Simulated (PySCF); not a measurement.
# TlF3(NH3): other functionals and bases at one geometry

One table from this session's results is given with a row withheld; the runs are named, their logs left out.

Program: PySCF 2.14.0. Level of theory: several levels, as the steps say, no spin–orbit coupling. These are calculated values, not measurements.

1 further run of the same task is left out (for a known fault of the program).

### The system as given

8 atoms, charge 0, spin multiplicity 1.

Bond lengths: Tl1–F2 2.035 Å, Tl1–F3 2.035 Å, Tl1–F4 2.035 Å, Tl1–N5 2.404 Å, N5–H6 1.020 Å, N5–H7 1.020 Å, N5–H8 1.020 Å. Angles: F2–Tl1–F3 119.0°, F2–Tl1–F4 119.0°, F2–Tl1–N5 95.6°, F3–Tl1–F4 119.0°, F3–Tl1–N5 95.6°, F4–Tl1–N5 95.6°, Tl1–N5–H6 110.5°, Tl1–N5–H7 110.5°, Tl1–N5–H8 110.5°, H6–N5–H7 108.4°, H6–N5–H8 108.4°, H7–N5–H8 108.4°.

As a file:

```xyz
8
charge 0, multiplicity 1
Tl    0.0594   -0.0594    0.0594
F     0.9140    1.4756    1.0863
F    -1.4756   -1.0863    0.9140
F     1.0863   -0.9140   -1.4756
N    -1.3284    1.3284   -1.3284
H    -1.5434    2.2064   -0.8551
H    -0.8551    1.5434   -2.2064
H    -2.2064    0.8551   -1.5434
```

Formal oxidation states: Tl +3. An earlier session relaxed this geometry at PBE0, Tl def2-SVP with ECP60, F def2-SVP, N def2-SVP, H def2-SVP (singlet, point group C3).

At PBE0 on the finer grid: E = -527.972260 Eh, HOMO -9.48 eV, LUMO -2.97 eV, Mulliken charge on Tl1 +1.01 e, largest force component 0.021 eV/Å. 

Levels to run: revPBE; HF; PBE0, TZVP. Hardware: 2 threads of Arm Neoverse V1, shared host.

Set-up of the first run:

Contents of run.py (the lines that set the calculation):

```python
mol = gto.M(atom='''
Tl     0.05944    -0.05944     0.05944
F      0.91401     1.47564     1.08634
F     -1.47564    -1.08634     0.91401
F      1.08634    -0.91401    -1.47564
N     -1.32841     1.32841    -1.32841
H     -1.54345     2.20643    -0.85514
H     -0.85514     1.54345    -2.20643
H     -2.20643     0.85514    -1.54345''',
    basis={'Tl': 'def2-SVP', 'F': 'def2-SVP', 'N': 'def2-SVP', 'H': 'def2-SVP'},
    ecp={'Tl': 'def2-SVP'},
    charge=0, spin=0)
mf = dft.RKS(mol, xc='PBE_R,PBE')
mf.grids.atom_grid = (75, 302)
mf = mf.density_fit()  # fitting sets: Tl def2-universal-JKFIT, F def2-universal-JKFIT, N def2-universal-JKFIT, H def2-universal-JKFIT
mf.conv_tol = 1e-08; mf.max_cycle = 55
mf.kernel(dm0)  # dm0: the density of the relaxed state
```

On the command line:

```console
$ OMP_NUM_THREADS=2 python run.py
```

Among the steps run: revPBE; HF; PBE0, TZVP.

One of the session's tables, all rows but one given; the rest of the session is left out.

```
              level  HOMO (eV)  gap (eV)  charge on Tl1 (e)  dipole (D)  largest force component (eV/Å)
PBE0 (relaxed here)      -9.48      6.51               1.01        5.76                            0.02
             revPBE          ?         ?                  ?           ?                               ?
                 HF     -14.37     14.92               1.54        5.74                            0.47
         PBE0, TZVP      -9.87      6.57               1.23        5.72                            0.23
```

**Question.** Estimate the row for revPBE.

As computed: HOMO (eV): -7.40; gap (eV): 3.75; charge on Tl1 (e): 0.83; dipole (D): 5.69; largest force component (eV/Å): 0.61. In the column «HOMO (eV)» it is the highest.

In one basis the HOMO–LUMO gap runs from 3.75 eV (revPBE) to 14.92 eV (HF). The largest leftover force, 0.61 eV/Å with revPBE, stands at a geometry relaxed at another level. Total energies of different levels can't be compared.
